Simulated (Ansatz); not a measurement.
**CH₄F₃NZr: one species, many methods**

The task here is to estimate one member of a computed series from the others.

The runs use Ansatz 0.2.0, Gaussian basis; functionals in def2-TZVPP, the program's frozen cores in correlated methods.

The runs, in order: LDA (SPW92), PBE-D4, revPBE-D4, BLYP-D4, r2SCAN-D4, B97M-V, PBE0-D4, B3LYP-D4, r2SCANh-D4, r2SCAN0-D4, HSE06-D4, BHLYP-D4, CAM-B3LYP-D4, LC-ωPBE, ωB97X-V, ωB97M-V, B2PLYP, PBE-QIDH; CCSD(T)/def2-SVP; CCSD(T)/def2-TZVPP; MP2/def2-QZVPP; extrapolation to the limit; RPA on PBE.

1 further run of the same task is left out (for a known fault of the program). Runs told in other sessions of the task aren't counted.

## The relaxed structure

An earlier PBE0-D4 in a triple-zeta def2 set relaxation fixed the geometry. Zr takes the def2 core potential; no spin-orbit term is included.

SMILES `C[NH][Zr]([F])([F])[F]`, 10 atoms, charge 0, spin multiplicity 1.

Atoms are counted from 1 here; the program's logs count them from 0.

Bond lengths: C1–N2 1.451 Å, C1–H7 1.095 Å, C1–H8 1.095 Å, C1–H9 1.095 Å, N2–Zr3 2.007 Å, N2–H10 1.012 Å, Zr3–F4 1.912 Å, Zr3–F5 1.906 Å, Zr3–F6 1.912 Å. Angles: N2–C1–H7 112.0°, N2–C1–H8 112.1°, N2–C1–H9 110.2°, H7–C1–H8 108.5°, H7–C1–H9 106.9°, H8–C1–H9 106.9°, C1–N2–Zr3 125.0°, C1–N2–H10 112.0°, Zr3–N2–H10 122.9°, N2–Zr3–F4 107.9°, N2–Zr3–F5 107.7°, N2–Zr3–F6 108.0°, F4–Zr3–F5 113.2°, F4–Zr3–F6 106.7°, F5–Zr3–F6 113.1°.

The first run:

Input file in.yaml:

```yaml
crystal:
  periodic: [false, false, false]
  atoms:
    - {symbol: C, position_ang: [0.789738, -1.276159, 0.245306]}
    - {symbol: N, position_ang: [0.677180, 0.080366, -0.258056]}
    - {symbol: Zr, position_ang: [-0.977181, 1.212761, -0.157988]}
    - {symbol: F, position_ang: [-2.390501, 0.268055, -1.032158]}
    - {symbol: F, position_ang: [-0.582337, 2.890879, -0.970269]}
    - {symbol: F, position_ang: [-1.476383, 1.369470, 1.680550]}
    - {symbol: H, position_ang: [1.030436, -1.990614, -0.549017]}
    - {symbol: H, position_ang: [1.547927, -1.361696, 1.030936]}
    - {symbol: H, position_ang: [-0.160510, -1.597327, 0.684122]}
    - {symbol: H, position_ang: [1.541639, 0.404256, -0.673436]}
basis:
  gaussian: {orbitals: def2-TZVPP}
hamiltonian: {xc: lda}
output: {orbitals: {seedname: orbitals}}
```

The run is started by

```console
ansatz run in.yaml --threads 4 --pin off --events-out ev --progress --plain --max-ram 11315MiB
```

Steps of the session up to this table: LDA; PBE-D4 (GGA); revPBE-D4 (GGA); BLYP-D4 (GGA); r2SCAN-D4 (meta-GGA); B97M-V (meta-GGA); B3LYP-D4 (hybrid); r2SCANh-D4 (hybrid); r2SCAN0-D4 (hybrid); HSE06-D4 (hybrid); BHLYP-D4 (hybrid); CAM-B3LYP-D4 (range-separated); LC-ωPBE (range-separated); ωB97X-V (range-separated); ωB97M-V (range-separated); B2PLYP (double hybrid); PBE-QIDH (double hybrid).

One table of the session follows, with a row left open; its other results are not shown here.

It belongs to the step «Frontier levels by functional». 

| functional | HOMO (eV) | gap (eV) |
| --- | --- | --- |
| LDA (SPW92) | -6.32 | 4.15 |
| PBE-D4 | -6.13 | 4.26 |
| revPBE-D4 | -6.05 | 4.31 |
| BLYP-D4 | -6.03 | 4.24 |
| r2SCAN-D4 | -6.40 | 4.74 |
| B97M-V | -6.46 | 4.81 |
| PBE0-D4 | -7.50 | 6.54 |
| B3LYP-D4 | -7.29 | 6.05 |
| r2SCANh-D4 | -6.91 | 5.59 |
| r2SCAN0-D4 | -7.69 | 6.87 |
| HSE06-D4 | -7.10 | 5.75 |
| BHLYP-D4 | ? | ? |
| CAM-B3LYP-D4 | -8.90 | 8.96 |
| LC-ωPBE | -10.23 | 11.43 |
| ωB97X-V | -9.88 | 10.94 |
| ωB97M-V | -9.80 | 10.32 |

**Question.** Estimate the row for BHLYP-D4.

Worked estimate for «HOMO (eV)». Against the share of exact exchange, BLYP-D4 (0, -6.03), B3LYP-D4 (0.2, -7.29) give a slope of -6.30 per unit share; at 0.5 the line stands at -9.18.

As computed: HOMO (eV): -8.80; gap (eV): 8.71. In «HOMO (eV)» the line misses by -0.38.
